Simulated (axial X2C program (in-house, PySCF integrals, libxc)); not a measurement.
# BBe⁻: properties at the nuclei

Wanted for BBe⁻: properties at the nuclei, at the two-component level.

The runs use an in-house X2C program for linear molecules on PySCF integrals; two-component X2C with atomic mean-field terms, B dyall-av3z, Be dyall-av3z.

All values are calculated.

### Step 1. Input

Input file task.json:

```json
{"zs": [5, 4], "q": -1, "bas": ["dyall-av3z", "dyall-av3z"], "r0": 1.87, "levels": ["PBE0", "HF", "B3LYP", "BHandHLYP", "r2SCAN"], "nst": 3}
```

Keys: zs atomic numbers; q charge; bas basis sets; r0 starting distance in Å; levels methods (HF also brings MP2); nst determinants followed.

Started as:

```sh
python soeom.py task.json out
```

The runs that follow: Expectation values, lowest determinant; Expectation values, a higher determinant; Expectation values, a higher determinant.

What does the calculation give? Wanted: lowest determinant; Eeff magnitude; Ws magnitude B; A∥/gI B; qzz B; higher determinant (for each run or level that gives them).

The runs gave:

```
                                        quantity                                            value
                              lowest determinant  Ω = 1 (excess of +ω over −ω: ω = -1/2, ω = 3/2)
                    Eeff magnitude (GV/cm), PBE0                                            0.008
                      Ws magnitude B (kHz), PBE0                                          0.00248
                             A∥/gI B (MHz), PBE0                                             25.1
                              qzz B (a.u.), PBE0                                            -0.04
                              higher determinant   Ω = 2 (excess of +ω over −ω: ω = 1/2, ω = 3/2)
Eeff magnitude (GV/cm), PBE0, higher determinant                                          0.00416
  Ws magnitude B (kHz), PBE0, higher determinant                                            0.001
         A∥/gI B (MHz), PBE0, higher determinant                                             52.4
          qzz B (a.u.), PBE0, higher determinant                                            -0.19
                              higher determinant        Ω = 1 (excess of +ω over −ω: 2 × ω = 1/2)
Eeff magnitude (GV/cm), PBE0, higher determinant                                          0.00118
  Ws magnitude B (kHz), PBE0, higher determinant                                         0.000259
         A∥/gI B (MHz), PBE0, higher determinant                                             51.8
          qzz B (a.u.), PBE0, higher determinant                                            -0.46
```

What this shows: In the first state, the effective field runs from 0.00756 to 0.0102 GV/cm over the mean-field levels. The expectation values come from single determinants, which for open shells can mix terms of unlike spin or miss the lowest Ω, so a determinant need not be a state. Eeff is the effective electric field on the electron dipole moment in this Ω state and Ws the scalar–pseudoscalar constant (defined with the proton number Z and per Ω); A∥ is the parallel hyperfine constant, which follows by multiplying with the nuclear g factor gI = μI/(I μN); qzz is the electric field gradient, eQq0 = 234.96 MHz × Q/barn × qzz. The operators were transformed with the bare-nucleus X2C matrices.
